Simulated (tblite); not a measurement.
**SiN2H6 (SMILES NN[SiH3]) at GFN2-xTB**

Aim: the electronic atomisation energy of SiN2H6 at GFN2-xTB, from 4 runs. 

The results are computed with tblite 0.8.0.

15 further runs of the same task are left out: 15 set aside as unsound or not needed.

### 1 The molecule

SiN2H6: 9 atoms, total charge 0, spin state singlet. SMILES: `NN[SiH3]`. The shape was relaxed beforehand at GFN2-xTB. This is one conformer, not always the lowest.

Bond lengths: N1–N2 1.424 Å, N2–Si3 1.723 Å, N1–H4 1.020 Å, N1–H5 1.017 Å, N2–H6 1.009 Å, Si3–H7 1.473 Å, Si3–H8 1.466 Å, Si3–H9 1.456 Å. Some angles: N1–N2–Si3 123.7°, N1–N2–H6 109.1°, Si3–N2–H6 120.9°, N2–N1–H4 110.6°, N2–N1–H5 107.9°, N2–Si3–H7 113.8°, N2–Si3–H8 105.6°, N2–Si3–H9 104.0°, H4–N1–H5 107.1°, H7–Si3–H8 107.6°.

### 2 Vibrational wavenumbers at GFN2-xTB

Contents of geom.xyz:

```xyz
9

N     -0.604583     0.917766    -1.186390
N     -0.324871     0.681651     0.190003
Si     0.428814    -0.751050     0.779029
H      0.214688     0.713585    -1.759426
H     -1.337765     0.272267    -1.470980
H     -0.191449     1.566496     0.657041
H      1.773124    -0.987194     0.224636
H     -0.431254    -1.855756     0.344504
H      0.473197    -0.557563     2.221483
```

Contents of calc.py:

```python
import json
import numpy as np
from tblite.interface import Calculator
from tblite.interface import symbols_to_numbers
from ase.data import atomic_masses

symbols = list(map(str, np.loadtxt("geom.xyz", skiprows=2, usecols=0, dtype=str, ndmin=1)))
numbers = np.array(symbols_to_numbers(symbols))
positions = np.loadtxt("geom.xyz", skiprows=2, usecols=(1, 2, 3), ndmin=2) / 0.529177210903

tb = Calculator("GFN2-xTB", numbers, positions, charge=0, uhf=0)
tb.set("verbosity", 0)
tb.set("accuracy", 0.01)
wfn = tb.singlepoint()
h = 0.005  # bohr
n = positions.size
H, D = np.zeros((n, n)), np.zeros((n, 3))
for a in range(n):
    g, d = [], []
    for sign in (1, -1):
        x = positions.ravel().copy()
        x[a] += sign * h
        tb.update(x.reshape(-1, 3))
        y = tb.singlepoint()
        g.append(y.get('gradient').ravel())
        d.append(y.get('dipole'))
    H[a], D[a] = (g[0] - g[1]) / (2 * h), (d[0] - d[1]) / (2 * h)
mass = np.repeat(atomic_masses[numbers], 3)
H = (H + H.T) / 2 / np.sqrt(np.outer(mass, mass))
# project out translations and rotations
com = positions - atomic_masses[numbers] @ positions / atomic_masses[numbers].sum()
T = [np.tile(v, len(numbers)) for v in np.eye(3)] + [np.cross(com, v).ravel() for v in np.eye(3)]
U, sv, _ = np.linalg.svd((np.array(T) * np.sqrt(mass)).T)
Q = U[:, (sv > 1e-3 * sv.max()).sum():]
w, V = np.linalg.eigh(Q.T @ H @ Q)
freq = np.sign(w) * np.sqrt(np.abs(w)) * 5140.487
inten = (((Q @ V).T / np.sqrt(mass)) @ D) ** 2
inten = inten.sum(axis=1) * 974.88
print(f"E = {wfn.get('energy'):.8f} Eh, max gradient {np.abs(wfn.get('gradient')).max():.2e} Eh/bohr")
print("mode   frequency/cm^-1   IR/(km/mol)")
for i, (v, s) in enumerate(zip(freq, inten), 1):
    print(f"{i:4d} {v:14.2f} {s:14.3f}")
zpe = freq[freq > 0].sum() / 2 / 219474.63
print(f"imaginary modes: {(freq < -10).sum()}, zero-point energy {zpe:.6f} Eh = {zpe * 627.5095:.4f} kcal/mol")
out = {k: np.asarray(wfn.get(k)).tolist() for k in ("energy", "gradient", "charges", "dipole", "orbital-energies", "orbital-occupations")}
out.update(symbols=symbols, positions=(positions * 0.529177210903).tolist(), frequencies=freq.tolist(), intensities=inten.tolist(), zpe=zpe)
json.dump(out, open("results.json", "w"))
```

On the command line:

```
$ python calc.py
```

Log:

```text
E = -10.60521957 Eh, max gradient 1.31e-05 Eh/bohr
mode   frequency/cm^-1   IR/(km/mol)
   1         150.58          2.139
   2         175.57         30.664
   3         252.92         18.978
   4         382.70        110.506
   5         570.27         48.707
   6         600.31         74.161
   7         740.15        226.431
   8         792.26        151.873
   9         825.40        183.914
  10         841.94        345.646
  11        1028.54         73.229
  12        1173.66         66.555
  13        1203.49          3.391
  14        1328.93         21.771
  15        1566.25         19.229
  16        2166.44        407.432
  17        2238.74        248.080
  18        2318.25        330.240
  19        3282.31         22.189
  20        3347.89          5.494
  21        3420.73          4.743
imaginary modes: 0, zero-point energy 0.064717 Eh = 40.6103 kcal/mol
```

Run time: 0.57 s. Hardware: 1 thread of Intel Xeon at 2.70GHz, shared host.

### 3 The H atom: a single-point energy at GFN2-xTB

Contents of script.py:

```python
# GFN2-xTB single point with ASE
import json
import numpy as np
from ase import Atoms
from ase.units import Bohr
from tblite.ase import TBLite
from ase.units import Hartree
from ase.units import Debye

molecule = Atoms(["H"], positions=Bohr * np.array([
    [0.000000, 0.000000, 0.000000],
]))
start = molecule.get_positions()

molecule.calc = TBLite(
    method="GFN2-xTB",
    charge=0,
    multiplicity=2,
    accuracy=0.1,
    spin_polarization=1.0,
)
print(f"Energy: {molecule.get_potential_energy() / Hartree:.6f} Eh")
print(f"Dipole: {np.linalg.norm(molecule.get_dipole_moment()) / Debye:.4f} D")
print("Charges:", np.round(molecule.get_charges(), 4))
json.dump(dict(energy=molecule.get_potential_energy(), forces=molecule.get_forces().tolist(), dipole=molecule.get_dipole_moment().tolist(), charges=molecule.get_charges().tolist(),
               symbols=molecule.get_chemical_symbols(), start=start.tolist(), final=molecule.positions.tolist()), open("results.json", "w"))
```

Run the same way, it converges to -0.42930 Eh (log not shown).

### 4 The N atom: a single-point energy at GFN2-xTB

Contents of run.py:

```python
"""GFN2-xTB single point"""
import json
import numpy as np
from tblite.interface import Calculator

symbols = ["N"]
numbers = np.array([7])
positions = np.array([
    [0.000000, 0.000000, 0.000000],
]) / 0.529177210903

xtb = Calculator("GFN2-xTB", numbers, positions, charge=0, uhf=3)
xtb.set("accuracy", 0.1)
xtb.add("spin-polarization", 1.0)
result = xtb.singlepoint()

print(f"Energy: {result.get('energy') * 27.211386:.8f} eV")
eps = np.atleast_2d(result.get("orbital-energies")) * 27.211386
occ = np.atleast_2d(result.get("orbital-occupations"))
filled = occ.sum(axis=0) if eps.shape[0] == 1 else occ[0]
homo = np.nonzero(filled > 0.5)[0].max()
print(f"HOMO {eps[0, homo]:.4f} eV")
if homo + 1 < eps.shape[1]:
    print(f"LUMO {eps[0, homo + 1]:.4f} eV, gap {eps[0, homo + 1] - eps[0, homo]:.4f} eV")
mu = result.get("dipole") * 2.541746
print(f"|mu|: {np.linalg.norm(mu):.4f} D, components " + " ".join(f"{c:.4f}" for c in mu))
q = result.get("charges")
print("Charges:", " ".join(f"{s}{i + 1}={c:+.4f}" for i, (s, c) in enumerate(zip(symbols, q))))
out = {k: np.asarray(result.get(k)).tolist() for k in ("energy", "gradient", "charges", "dipole", "orbital-energies", "orbital-occupations")}
out.update(symbols=symbols, positions=(positions * 0.529177210903).tolist())
json.dump(out, open("results.json", "w"))
```

On the command line:

```
$ python run.py
```

Log:

```text
------------------------------------------------------------
  cycle        total energy    energy error   density error
------------------------------------------------------------
      1     -2.720349161272  -2.7203492E+00   6.5712874E-01
      2     -2.720349161272   0.0000000E+00   3.9427724E-01
      3     -2.720349161272   0.0000000E+00   2.3654269E-05
      4     -2.720349161272   0.0000000E+00   1.7470453E-13
------------------------------------------------------------

 total:                                   0.001 sec
Energy: -74.02447108 eV
HOMO -14.7496 eV
|mu|: 0.0000 D, components 0.0000 0.0000 0.0000
Charges: N1=+0.0000
```

Run time: 0.22 s. Hardware: 1 thread of Intel Xeon at 2.70GHz, shared host.

### 5 The Si atom: a single-point energy at GFN2-xTB

Contents of calc.py:

```python
import json
import numpy as np
from tblite.interface import Calculator
from tblite.interface import symbols_to_numbers

geometry = """
Si     0.000000     0.000000     0.000000
"""
lines = [l.split() for l in geometry.strip().splitlines()]
symbols = [l[0] for l in lines]
numbers = np.array(symbols_to_numbers(symbols))
positions = np.array([l[1:4] for l in lines], float) / 0.5291772

tb = Calculator("GFN2-xTB", numbers, positions, charge=0, uhf=2)
tb.set("verbosity", 0)
tb.set("accuracy", 0.1)
tb.add("spin-polarization", 1.0)
wfn = tb.singlepoint()

print(f"Total energy: {wfn.get('energy'):.8f} Eh")
eps = np.atleast_2d(wfn.get("orbital-energies")) * 27.211386
occ = np.atleast_2d(wfn.get("orbital-occupations"))
filled = occ.sum(axis=0) if eps.shape[0] == 1 else occ[0]
homo = np.nonzero(filled > 0.5)[0].max()
print(f"HOMO {eps[0, homo]:.4f} eV")
if homo + 1 < eps.shape[1]:
    print(f"LUMO {eps[0, homo + 1]:.4f} eV, gap {eps[0, homo + 1] - eps[0, homo]:.4f} eV")
mu = wfn.get("dipole") * 2.541746
print(f"Dipole moment: {np.linalg.norm(mu):.4f} D, components " + " ".join(f"{c:.4f}" for c in mu))
q = wfn.get("charges")
print("Charges:", " ".join(f"{s}{i + 1}={c:+.4f}" for i, (s, c) in enumerate(zip(symbols, q))))
out = {k: np.asarray(wfn.get(k)).tolist() for k in ("energy", "gradient", "charges", "dipole", "orbital-energies", "orbital-occupations")}
out.update(symbols=symbols, positions=(positions * 0.529177210903).tolist())
json.dump(out, open("results.json", "w"))
```

On the command line:

```
$ python calc.py
```

Log:

```text
Total energy: -1.59835994 Eh
HOMO -5.6229 eV
LUMO 0.2761 eV, gap 5.8991 eV
Dipole moment: 0.0000 D, components 0.0000 0.0000 0.0000
Charges: Si1=+0.0000
```

It took 0.23 s on 1 thread of Intel Xeon at 2.70GHz, shared host.

### 6 What came out

At GFN2-xTB:

| quantity | value |
| --- | --- |
| molecule: total energy | -10.60522 Eh |
| molecule: dipole moment | 1.04 D |
| molecule: HOMO energy | -9.98 eV |
| molecule: LUMO energy | -4.76 eV |
| molecule: HOMO–LUMO gap | 5.22 eV |
| molecule: largest force on an atom | 0.001 eV/Å |
| molecule: lowest harmonic wavenumber | 151 cm⁻¹ |
| molecule: highest harmonic wavenumber | 3421 cm⁻¹ |
| molecule: zero-point energy | 169.9 kJ/mol |
| H atom: total energy | -0.42930 Eh |
| H atom: dipole moment | 0.00 D |
| H atom: largest force on an atom | 0.000 eV/Å |
| N atom: total energy | -2.72035 Eh |
| N atom: dipole moment | 0.00 D |
| N atom: HOMO energy (as the program lists it) | -14.75 eV |
| N atom: largest force on an atom | 0.000 eV/Å |
| Si atom: total energy | -1.59836 Eh |
| Si atom: dipole moment | 0.00 D |
| Si atom: HOMO energy (as the program lists it) | -5.62 eV |
| Si atom: LUMO energy (as the program lists it) | 0.28 eV |
| Si atom: largest force on an atom | 0.000 eV/Å |
| electronic atomisation energy | 26.950 eV |

In words: Taking the molecule apart into free atoms costs 26.95 eV (621 kcal/mol), before zero-point energy and without spin-orbit coupling. Tight-binding and semi-empirical models aren't fitted to free atoms, so this value can be far from the true one. All 21 modes (molecule) are real, so the shape is a minimum at this level.
